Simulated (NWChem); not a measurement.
**BSiH4O2 (SMILES OB(O)[SiH2]): levels of theory compared**

Wanted: a comparison of 4 runs (UHF/STO-3G, UHF/3-21G, UB3LYP/6-31G*) of BSiH4O2. 

The results are computed with NWChem 7.3.0.

## Step 1: The system as given

BSiH4O2: 8 atoms, total charge 0, spin state doublet. SMILES: `OB(O)[SiH2]`. The shape is that of a GFN2-xTB optimisation. This is one conformer, not always the lowest.

Bond lengths: O1–B2 1.362 Å, B2–O3 1.378 Å, B2–Si4 1.913 Å, O1–H5 0.958 Å, O3–H6 0.955 Å, Si4–H7 1.455 Å, Si4–H8 1.465 Å. Angles: O1–B2–O3 116.3°, O1–B2–Si4 117.9°, O3–B2–Si4 125.9°, B2–O1–H5 114.0°, B2–O3–H6 117.3°, B2–Si4–H7 127.3°, B2–Si4–H8 123.7°, H7–Si4–H8 109.0°.

## Step 2: Energy and gradient at UHF/STO-3G (run 1)

File nw.nw:

```
start nw
memory stack 880 mb heap 220 mb global 1100 mb

geometry noautosym nocenter noautoz
  O    -0.764320    1.399230   -0.677070
  B     0.051230    0.507630   -0.048240
  O     1.178650    1.028470    0.548180
  Si   -0.456660   -1.336510   -0.066360
  H    -0.457090    2.305470   -0.633090
  H     1.761190    0.415920    0.991530
  H    -1.634230   -1.920170   -0.689800
  H     0.321240   -2.400030    0.574850
end

basis spherical bse
  * library STO-3G
end

scf
  doublet
  uhf
  thresh 1e-08
  maxiter 80
end

task scf gradient
```

Command:

```console
$ nwchem nw.nw > nw.out
```

Standard output:

```text
[...]
  functions       =    28
[...]
  wavefunction    = UHF
[...]
         Total SCF energy =   -460.016429494939
      One electron energy =   -923.899180157851
      Two electron energy =    321.539037542135
 Nuclear repulsion energy =    142.343713120777
                       Sz =      0.5000
                 Sz(Sz+1) =      0.7500
                      S^2 =      0.7650
[...]
                         UHF ENERGY GRADIENTS
    atom               coordinates                        gradient
                 x          y          z           x          y          z
   1 O      -1.444355   2.644161  -1.279477    0.012752   0.036844   0.001919
   2 B       0.096811   0.959282  -0.091160   -0.013649  -0.014091  -0.005996
   3 O       2.227326   1.943526   1.035910    0.031483  -0.028901   0.023351
   4 Si     -0.862962  -2.525638  -0.125402    0.005609   0.041323  -0.003067
   5 H      -0.863775   4.356707  -1.196367   -0.016680  -0.029021  -0.005496
   6 H       3.328167   0.785975   1.873720   -0.014300   0.028506  -0.013002
   7 H      -3.088247  -3.628595  -1.303533   -0.014047  -0.013630  -0.006423
   8 H       0.607056  -4.535399   1.086309    0.008832  -0.021030   0.008713
[...]
```

Wall time 2.3 s (1 thread of Intel Xeon Platinum 8488C (Sapphire Rapids), shared host); peak memory 0.099 GiB.

## Step 3: Energy and gradient at UHF/3-21G (run 2)

File run.py:

```python
from ase import Atoms
from ase.calculators.nwchem import NWChem

mol = Atoms('OBOSiHHHH', positions=[
    [-0.764320, 1.399230, -0.677070],
    [0.051230, 0.507630, -0.048240],
    [1.178650, 1.028470, 0.548180],
    [-0.456660, -1.336510, -0.066360],
    [-0.457090, 2.305470, -0.633090],
    [1.761190, 0.415920, 0.991530],
    [-1.634230, -1.920170, -0.689800],
    [0.321240, -2.400030, 0.574850],
])

calc = NWChem(
    label='bh4o2si',
    theory='scf',
    memory='2200 mb',
    basis='3-21G',
    basispar='spherical bse',
    scf={'nopen': '1', 'uhf': None, 'thresh': '1e-08', 'maxiter': '80', 'print': 'low'},
)
mol.calc = calc

forces = mol.get_forces()
print(f"energy = {mol.get_potential_energy():.6f} eV")
print("forces (eV/A):")
for s, f in zip(mol.symbols, forces):
    print(f"{s:2s} {f[0]:10.5f} {f[1]:10.5f} {f[2]:10.5f}")
```

Command:

```console
$ export ASE_NWCHEM_COMMAND="nwchem PREFIX.nwi > PREFIX.nwo"
$ python run.py
```

Standard output:

```text
energy = -12604.928867 eV
forces (eV/A):
O    -0.39837   -0.00905   -0.23757
B     0.30102    1.13494    0.00406
O    -0.01435   -0.02633   -0.00463
Si   -0.25850   -1.54256    0.08485
H    -0.00257    0.61943   -0.09873
H     0.45935   -0.09981    0.29244
H    -0.47421    0.08351   -0.30005
H     0.38767   -0.16018    0.25963
```

The calculator wrote bh4o2si.nwi:

```
title "bh4o2si"

permanent_dir bh4o2si

scratch_dir bh4o2si

start bh4o2si

geometry units angstrom nocenter noautosym noautoz
  O  -7.6432000000000000e-01 1.3992300000000000e+00 -6.7706999999999995e-01
  B  5.1229999999999998e-02 5.0763000000000003e-01 -4.8239999999999998e-02
  O  1.1786500000000000e+00 1.0284700000000000e+00 5.4818000000000000e-01
  Si -4.5666000000000001e-01 -1.3365100000000001e+00 -6.6360000000000002e-02
  H  -4.5709000000000000e-01 2.3054700000000001e+00 -6.3309000000000004e-01
  H  1.7611900000000000e+00 4.1592000000000001e-01 9.9153000000000002e-01
  H  -1.6342300000000001e+00 -1.9201699999999999e+00 -6.8979999999999997e-01
  H  3.2124000000000003e-01 -2.4000300000000001e+00 5.7484999999999997e-01
end

memory 2200 mb

basis spherical bse noprint
   * library 3-21G
end

scf
  nopen 1
  uhf
  thresh 1e-08
  maxiter 80
  print low
end

task scf gradient
```

bh4o2si.nwo:

```text
Northwest Computational Chemistry Package (NWChem) 7.3.0
             --------------------------------------------------------

           Job information
           ---------------

    nwchem branch   = 7.3.0
    use scalapack   = T
    input           = bh4o2si.nwi
    prefix          = bh4o2si.
    data base       = bh4o2si/bh4o2si.db
    status          = startup
    nproc           =        1

           Memory information
           ------------------

    heap     =     72089598 doubles =      550.0 Mbytes
    stack    =     72089595 doubles =      550.0 Mbytes
    global   =    144179200 doubles =     1100.0 Mbytes (distinct from heap & stack)
    total    =    288358393 doubles =     2200.0 Mbytes
    verify   = yes
    hardfail = no

           Directory information
           ---------------------

  0 permanent = bh4o2si
  0 scratch   = bh4o2si

                                NWChem Input Module
                                -------------------

                                      bh4o2si
                                      -------

[... 26 lines left out ...]
            Nuclear Dipole moment (a.u.)
[... 58 lines left out ...]
  charge          =   0.00
  wavefunction    = UHF
  input vectors   = atomic
  output vectors  = bh4o2si/bh4o2si.movecs
  use symmetry    = F
  symmetry adapt  = F

 Forming initial guess at       0.0s

 Starting SCF solution at       0.1s

       Final UHF  results
       ------------------

         Total SCF energy =   -463.222595694185
      One electron energy =   -923.770498277069
      Two electron energy =    318.204189462107
 Nuclear repulsion energy =    142.343713120777

                       Sz =      0.5000
                 Sz(Sz+1) =      0.7500
                      S^2 =      0.7634

        Time for solution =      1.9s

                              NWChem Gradients Module
                              -----------------------

                         UHF ENERGY GRADIENTS

    atom               coordinates                        gradient
                 x          y          z           x          y          z
   1 O      -1.444355   2.644161  -1.279477    0.007747   0.000176   0.004620
   2 B       0.096811   0.959282  -0.091160   -0.005854  -0.022071  -0.000079
   3 O       2.227326   1.943526   1.035910    0.000279   0.000512   0.000090
[... 4 lines of this table left out ...]
   8 H       0.607056  -4.535399   1.086309   -0.007539   0.003115  -0.005049

 Task  times  cpu:        2.4s     wall:        2.4s
 Total times  cpu:        2.4s     wall:        2.4s
```

It took 3.6 s on 1 thread of Intel Xeon Platinum 8488C (Sapphire Rapids), shared host; peak memory 0.099 GiB.

## Step 4: Energy and forces at UB3LYP/6-31G(d) (Cartesian functions) (run 3)

File run.nw:

```
start run
title "BH4O2Si gradient"
memory total 2200 mb

geometry units au noautosym nocenter noautoz
   O     -1.44435547     2.64416149    -1.27947687
   B      0.09681067     0.95928167    -0.09116039
   O      2.22732570     1.94352663     1.03591007
   Si    -0.86296233    -2.52563786    -0.12540223
   H     -0.86377491     4.35670689    -1.19636671
   H      3.32816675     0.78597489     1.87372014
   H     -3.08824712    -3.62859541    -1.30353308
   H      0.60705562    -4.53539939     1.08630906
end

basis
   O library 6-31G*
   B library 6-31G*
   Si library 6-31G*
   H library 6-31G*
end

dft
   xc b3lyp
   mult 2
   grid xfine
   convergence energy 1e-08
   iterations 100
   mulliken
   print low
end

task dft gradient
```

Command:

```console
$ nwchem run.nw > run.out
```

Standard output:

```text
[...]
 d= 0,ls=0.0,diis     1   -467.1413212192 -6.09D+02  8.30D-03  2.09D-01     3.9
[...]
 d= 0,ls=0.0,diis    11   -467.2329671201 -4.90D-09  2.89D-07  3.72D-10    41.9
[...]
         Total DFT energy =     -467.232967120106
      One electron energy =     -927.231114237103
           Coulomb energy =      361.401423216256
    Exchange-Corr. energy =      -43.746978941414
 Nuclear repulsion energy =      142.343702842156
[...]
      Total Density - Mulliken Population Analysis
     ---------------------------------------------
    Atom       Charge   Shell Charges
 -----------   ------   -------------------------------------------------------
    1 O    8     8.56   1.99  0.90  2.96  0.90  1.77  0.03
    2 B    5     4.57   1.99  0.54  1.44  0.24  0.25  0.13
    3 O    8     8.58   1.99  0.90  2.96  0.90  1.79  0.03
    4 Si  14    14.07   2.00  1.99  5.96  1.08  1.96  0.30  0.72  0.05
    5 H    1     0.59   0.47  0.12
    6 H    1     0.58   0.48  0.11
    7 H    1     1.01   0.51  0.51
    8 H    1     1.04   0.51  0.53
[...]
      <S2> =      0.7535 (Exact =     0.7500)
                         DFT ENERGY GRADIENTS
    atom               coordinates                        gradient
                 x          y          z           x          y          z
   1 O      -1.444355   2.644161  -1.279477    0.012384   0.011993   0.005559
   2 B       0.096811   0.959282  -0.091160   -0.012029  -0.028972  -0.002694
   3 O       2.227326   1.943527   1.035910    0.006086  -0.007779   0.004831
   4 Si     -0.862962  -2.525638  -0.125402    0.003141   0.022202  -0.001571
   5 H      -0.863775   4.356707  -1.196367   -0.007015  -0.010590  -0.002546
   6 H       3.328167   0.785975   1.873720   -0.005328   0.009726  -0.004714
   7 H      -3.088247  -3.628595  -1.303533    0.009440   0.000160   0.005687
   8 H       0.607056  -4.535399   1.086309   -0.006678   0.003259  -0.004552
 Task  times  cpu:       48.6s     wall:       48.6s
 Total times  cpu:       48.6s     wall:       48.6s
```

Wall time 49 s (1 thread of Intel Xeon Platinum 8488C (Sapphire Rapids), shared host); peak memory 0.14 GiB.

## Step 5: Energy and forces at UB3LYP/6-31G(d) (spherical functions) (run 4)

File run.xyz:

```xyz
8
BH4O2Si B3LYP
O     -0.764320     1.399230    -0.677070
B      0.051230     0.507630    -0.048240
O      1.178650     1.028470     0.548180
Si    -0.456660    -1.336510    -0.066360
H     -0.457090     2.305470    -0.633090
H      1.761190     0.415920     0.991530
H     -1.634230    -1.920170    -0.689800
H      0.321240    -2.400030     0.574850
```

File run.py:

```python
from ase.io import read
from ase.calculators.nwchem import NWChem

atoms = read('run.xyz')

calc = NWChem(
    label='run',
    theory='dft',
    memory='2200 mb',
    basis='6-31G*',
    basispar='spherical bse',
    dft={'xc': 'b3lyp', 'mult': '2', 'grid': 'xfine', 'convergence': 'energy 1e-08', 'iterations': '100', 'mulliken': None},
)
atoms.calc = calc

forces = atoms.get_forces()
print(f"energy = {atoms.get_potential_energy():.6f} eV")
print("forces (eV/A):")
for s, f in zip(atoms.symbols, forces):
    print(f"{s:2s} {f[0]:10.5f} {f[1]:10.5f} {f[2]:10.5f}")
```

Command:

```console
$ export ASE_NWCHEM_COMMAND="nwchem PREFIX.nwi > PREFIX.nwo"
$ python run.py
```

Standard output:

```text
energy = -12713.930112 eV
forces (eV/A):
O    -0.63342   -0.61928   -0.28339
B     0.60945    1.49391    0.13241
O    -0.31090    0.39466   -0.24636
Si   -0.15720   -1.13962    0.08305
H     0.35939    0.54744    0.12969
H     0.27645   -0.49885    0.24369
H    -0.48769   -0.00946   -0.29362
H     0.34396   -0.16882    0.23459
```

The calculator wrote run.nwi:

```
title "run"

permanent_dir run

scratch_dir run

start run

geometry units angstrom nocenter noautosym noautoz
  O  -7.6432000000000000e-01 1.3992300000000000e+00 -6.7706999999999995e-01
  B  5.1229999999999998e-02 5.0763000000000003e-01 -4.8239999999999998e-02
  O  1.1786500000000000e+00 1.0284700000000000e+00 5.4818000000000000e-01
  Si -4.5666000000000001e-01 -1.3365100000000001e+00 -6.6360000000000002e-02
  H  -4.5709000000000000e-01 2.3054700000000001e+00 -6.3309000000000004e-01
  H  1.7611900000000000e+00 4.1592000000000001e-01 9.9153000000000002e-01
  H  -1.6342300000000001e+00 -1.9201699999999999e+00 -6.8979999999999997e-01
  H  3.2124000000000003e-01 -2.4000300000000001e+00 5.7484999999999997e-01
end

memory 2200 mb

basis spherical bse noprint
   * library 6-31G*
end

dft
  xc b3lyp
  mult 2
  grid xfine
  convergence energy 1e-08
  iterations 100
  mulliken
end

task dft gradient
```

run.nwo (excerpt; [...] marks lines left out):

```text
[...]
      One electron energy =     -927.312808039598
[... 2 lines left out ...]
 Nuclear repulsion energy =      142.343713120777
[... 1083 lines left out ...]
          Convergence on energy requested:  1.00D-08
[... 25 lines left out ...]
          Spatial weights used:  Erf1
[...]
  wavefunction    = open shell
                         DFT ENERGY GRADIENTS
    atom               coordinates                        gradient
                 x          y          z           x          y          z
   1 O      -1.444355   2.644161  -1.279477    0.012318   0.012043   0.005511
   2 B       0.096811   0.959282  -0.091160   -0.011852  -0.029052  -0.002575
   3 O       2.227326   1.943526   1.035910    0.006046  -0.007675   0.004791
[... 4 lines of this table left out ...]
   8 H       0.607056  -4.535399   1.086309   -0.006689   0.003283  -0.004562
[...]
```

Wall time 47 s (1 thread of Intel Xeon Platinum 8488C (Sapphire Rapids), shared host); peak memory 0.14 GiB.

## Step 6: Overview of the runs

```
run                                level  Cartesian functions  iteration cap  energy (Eh)   ⟨S²⟩  largest force (eV/Å)  wall time
  1                           UHF/STO-3G                   no             80  -460.016429  0.765                 2.504      2.3 s
  2                            UHF/3-21G                   no             80  -463.222596  0.763                 1.566      3.6 s
  3  UB3LYP/6-31G* (Cartesian functions)                  yes            100  -467.232967  0.753                 1.619       49 s
  4  UB3LYP/6-31G* (spherical functions)                   no            100  -467.228318  0.753                 1.619       47 s
```

## Step 7: What came out

| quantity | value |
| --- | --- |
| run 4: total energy | -467.22832 Eh |
| run 4: dipole moment | 1.68 D |
| run 4: HOMO energy (highest over α and β) | -5.19 eV |
| run 4: LUMO energy (lowest over α and β) | -2.53 eV |
| run 4: ⟨S²⟩ | 0.753 |
| run 4: largest force on an atom | 1.619 eV/Å |

**Reading.** In run 1 the basis is minimal, so the values are rough. All runs together took 1.7 min, the longest 49 s.
